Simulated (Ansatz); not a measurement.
Crystal: Ti3Se.

```
CELL_PARAMETERS angstrom
3.19745 0.00000 0.00000
-1.59872 2.76907 0.00000
0.00000 0.00000 7.94275
ATOMIC_POSITIONS crystal
Se 0.00000 0.00000 0.00000
Ti 0.66667 0.33333 0.50000
Ti 0.33333 0.66667 0.77290
Ti 0.33333 0.66667 0.22710
```

The cell comes from a database or a generator and needn't be the stable form of this composition.

Base run:

```yaml
Program: Ansatz 0.2.0
Functional: PBEsol
Potentials_or_basis: Ansatz PAW
Cutoff: "420 eV (not typed: the program's choice for these potentials)"
k_mesh: 10 × 10 × 4
Occupations: fermi-dirac, width 0.05 eV
Spin: no spin polarisation
Hubbard_terms: Ti d U = 5 eV
```

Its results: band gap on the k mesh none (metal or under the smearing width); pressure 2.8 GPa; largest force 0.188 eV/Å.

Problem. The run is repeated on the same cell with these changes: hubbard terms from Ti d U = 5 eV to Ti d U = 3 eV. What comes out?

Solution. Band gap on the k mesh none (metal or under the smearing width); pressure -0.9 GPa; largest force 0.073 eV/Å.

Caveats: U without spin polarisation on a metal has little footing; the PAW data sets come from PBE, with cores solved anew for the run's functional, which leaves a small shift of forces and pressure.
